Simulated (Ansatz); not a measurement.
# MgBCl5: the cost of one run

Program: Ansatz 0.2.0. Level of theory: DFT PBE, scalar-relativistic, plane waves, PAW. These are calculated values, not measurements.

## 1. The starting structure

Symmetry: P4/mmm, No. 123, tetragonal system. Conventional cell: a = 4.389 Å, b = 4.389 Å, c = 7.600 Å, α = 90.00°, β = 90.00°, γ = 90.00°. Around Mg (site symmetry 4/mmm) lie 8 Cl at 2.61 Å. B (site symmetry 4/mmm) is surrounded by 12 Cl at 3.10 to 3.24 Å. Cl (site symmetry 2mm) is surrounded by 2 Mg at 2.61 Å. Cl (site symmetry 4/mmm) has 4 B at 3.10 Å and 8 Cl at 3.24 Å as nearest neighbours.

As a file:

```xyz
7
Lattice="4.3894 0.0000 0.0000 0.0000 4.3894 0.0000 0.0000 0.0000 7.5997" Properties=species:S:1:pos:R:3 pbc="T T T"
Mg    0.0000    0.0000    0.0000
B     2.1947    2.1947    3.7998
Cl    2.1947    0.0000    6.1898
Cl    2.1947    0.0000    1.4099
Cl    0.0000    2.1947    6.1898
Cl    0.0000    2.1947    1.4099
Cl    0.0000    0.0000    3.7998
```

Recipe of the guess: species swapped into a database cell of BaYF5 (P4/mmm, No. 123), with B on the Ba sites, Mg on the Y sites and Cl on the F sites. Its size is a rough estimate.

## 2. A first look at the guess

The input, input.yaml:

```yaml
crystal:
  lattice:
    - [4.38942538, 0.0, 0.0]
    - [0.0, 4.38942538, 0.0]
    - [0.0, 0.0, 7.59968348]
  atoms:
    - { symbol: Mg, position: [0.0, 0.0, 0.0] }
    - { symbol: B, position: [0.5, 0.5, 0.5] }
    - { symbol: Cl, position: [0.5, 0.0, 0.81447899] }
    - { symbol: Cl, position: [0.5, 0.0, 0.18552101] }
    - { symbol: Cl, position: [0.0, 0.5, 0.81447899] }
    - { symbol: Cl, position: [0.0, 0.5, 0.18552101] }
    - { symbol: Cl, position: [0.0, 0.0, 0.5] }
basis:
  ecutwfc: 420
kpoints:
  mp_grid: { grid: [4, 4, 2] }
hamiltonian:
  xc: pbe
scf:
  occupations: { method: gaussian, width: 0.1 }
  lower_state_search: "off"
output:
  forces: true
  stress: true
  eigenvalues: true
```

Started as:

```bash
ansatz run input.yaml --threads 1 --pin off --max-ram 2048MiB --backend cpu --events-out ev --progress --plain --runs-dir out
```

Q: Estimate wall time and peak memory on 1 thread of Intel Xeon 6975P-C (Granite Rapids), shared host.

About 1.8 s, with a peak of 0.43 GiB.
